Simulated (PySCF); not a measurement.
# Ways to converge the SCF of ZrH4

Do solver options change the result for ZrH4, or only the number of cycles?

The runs use PySCF 2.14.0; each script names its method and basis.

4 further runs of the same task are left out: 1 for a known fault of the program, 3 that didn't finish.

## 1. The starting structure

ZrH4: 5 atoms, charge 0, spin multiplicity 1.

Bond lengths: Zr1–H2 1.844 Å, Zr1–H3 1.844 Å, Zr1–H4 1.844 Å, Zr1–H5 1.844 Å. Angles: H2–Zr1–H3 109.5°, H2–Zr1–H4 109.5°, H2–Zr1–H5 109.5°, H3–Zr1–H4 109.5°, H3–Zr1–H5 109.5°, H4–Zr1–H5 109.5°.

As a file:

```xyz
5
H4Zr
Zr    0.0000    0.0000    0.0000
H     1.5053    0.0000    1.0644
H    -1.5053    0.0000    1.0644
H     0.0000    1.5053   -1.0644
H     0.0000   -1.5053   -1.0644
```

## 2. The base run

Contents of input.py:

```python
from pyscf import gto, scf, mp

mol = gto.M(
    atom='Zr 0 0 0; H 1.5053 0 1.0644; H -1.5053 0 1.0644; H 0 1.5053 -1.0644; H 0 -1.5053 -1.0644',
    basis='sbkjc',
    ecp={'Zr': 'sbkjc'},
    charge=0,
    spin=0,
    symmetry=True,
    verbose=3,
)
mf = scf.UHF(mol)
mf = mf.newton()
mf.kernel()
mp.MP2(mf).kernel()
mf.dip_moment()
print('orbital energies (hartree):', [e[max(0, n-3):n+3].round(4) for e, n in zip(mf.mo_energy, mol.nelec)])
```

Run with:

```sh
> OMP_NUM_THREADS=1 python input.py
```

Its log is not repeated here.

Base result: E(SCF) = -48.623885 Eh, E(MP2) − E(SCF) = -0.21221 Eh, μ = 0.00 D (of the SCF density).

## 3. Second-order solver off

Run 1 changes second-order solver: on → off.

Contents of input.py:

```python
from pyscf import gto, scf, mp

mol = gto.M(
    atom='Zr 0 0 0; H 1.5053 0 1.0644; H -1.5053 0 1.0644; H 0 1.5053 -1.0644; H 0 -1.5053 -1.0644',
    basis='sbkjc',
    ecp={'Zr': 'sbkjc'},
    charge=0,
    spin=0,
    symmetry=True,
    verbose=3,
)
mf = scf.UHF(mol)
mf.kernel()
mp.MP2(mf).kernel()
mf.dip_moment()
print('orbital energies (hartree):', [e[max(0, n-3):n+3].round(4) for e, n in zip(mf.mo_energy, mol.nelec)])
```

Run with:

```sh
> OMP_NUM_THREADS=1 python input.py
```

## 4. Level shift 0.3 hartree

Run 2 changes level shift: none → 0.3 hartree.

input.py, as its differences from that of step 2:

```diff
@@ -12,2 +12,3 @@
 mf = scf.UHF(mol)
+mf.level_shift = 0.3
 mf = mf.newton()
```

Before running it: what results should come out? Wanted: for each run, E(SCF); from base; SCF dipole; after the SCF.

**Answer**, as computed:

| run | E(SCF) (hartree) | from base (eV) | SCF dipole (D) | after the SCF |
| --- | --- | --- | --- | --- |
| base | -48.623885 | 0 | 0.00 | MP2 correlation -5.774 eV |
| second-order solver off | -48.623885 | 0.0000 | 0.00 | MP2 correlation -5.774 eV |
| level shift 0.3 hartree | -48.623885 | 0.0000 | 0.00 | MP2 correlation -5.774 eV |

In words: The SCF energy stays the same, to the digits that matter, with second-order solver off or level shift 0.3 hartree.
